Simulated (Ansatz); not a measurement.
# FGeH₅OSSi: small, medium and large basis sets

The task here is to estimate one member of a computed series from the others.

Program: Ansatz 0.2.0, Gaussian basis. Level of theory: one geometry, several basis sets. These are calculated values, not measurements.

The runs, in order: PBE0-D4/def2-SVP; ωB97M-V/def2-SVP; PBE0-D4/def2-QZVPP; ωB97M-V/def2-QZVPP; the functionals' def2-TZVPP values are taken from earlier runs.

## The geometry

All runs share one geometry, relaxed beforehand with PBE0-D4 in a triple-zeta def2 set.

10 atoms, charge 0, spin multiplicity 1.

Atoms are counted from 1 here; the program's logs count them from 0.

Bond lengths: O1–Si2 1.634 Å, O1–H6 0.959 Å, Si2–F3 1.598 Å, Si2–S4 2.097 Å, Si2–H7 1.476 Å, S4–Ge5 2.241 Å, Ge5–H8 1.533 Å, Ge5–H9 1.534 Å, Ge5–H10 1.532 Å. Angles: Si2–O1–H6 117.9°, O1–Si2–F3 107.4°, O1–Si2–S4 108.4°, O1–Si2–H7 113.5°, F3–Si2–S4 112.4°, F3–Si2–H7 106.1°, S4–Si2–H7 109.2°, Si2–S4–Ge5 98.4°, S4–Ge5–H8 109.7°, S4–Ge5–H9 104.0°, S4–Ge5–H10 109.7°, H8–Ge5–H9 110.9°, H8–Ge5–H10 111.4°, H9–Ge5–H10 110.9°.

The first run:

in.yaml

```yaml
crystal:
  periodic: [false, false, false]
  atoms:
    - {symbol: O, position_ang: [-0.009921, 1.558552, 0.617048]}
    - {symbol: Si, position_ang: [0.818339, 0.288281, 1.226304]}
    - {symbol: F, position_ang: [-0.122726, -0.421771, 2.304612]}
    - {symbol: S, position_ang: [1.326097, -0.991904, -0.355490]}
    - {symbol: Ge, position_ang: [-0.567339, -0.815865, -1.541715]}
    - {symbol: H, position_ang: [-0.541567, 2.079758, 1.221942]}
    - {symbol: H, position_ang: [2.045529, 0.677050, 1.948227]}
    - {symbol: H, position_ang: [-1.774453, -0.862378, -0.598338]}
    - {symbol: H, position_ang: [-0.545400, -2.042990, -2.461770]}
    - {symbol: H, position_ang: [-0.545460, 0.479967, -2.357819]}
basis:
  gaussian: {orbitals: def2-SVP}
hamiltonian: {xc: pbe0, dispersion: d4}
output: {orbitals: {seedname: orbitals}}
```

Steps of the session up to this table: PBE0-D4 in def2-SVP; ωB97M-V in def2-SVP; PBE0-D4 in def2-QZVPP; ωB97M-V in def2-QZVPP.

One table of the session follows, with a row left open; its other results are not shown here.

It belongs to the step «Density functionals: the series». 

```
functional       basis  HOMO (eV)  LUMO (eV)
   PBE0-D4    def2-SVP      -7.57       0.00
   PBE0-D4  def2-TZVPP      -7.67      -0.33
   PBE0-D4  def2-QZVPP      -7.69      -0.51
   ωB97M-V    def2-SVP      -9.68       1.96
   ωB97M-V  def2-TZVPP          ?          ?
   ωB97M-V  def2-QZVPP      -9.86       1.09
```

Estimate the missing values for ωB97M-V, def2-TZVPP.

As computed: HOMO (eV): -9.83; LUMO (eV): 1.50. In the column «HOMO (eV)» it lies between ωB97M-V, def2-QZVPP (-9.86) and ωB97M-V, def2-SVP (-9.68).
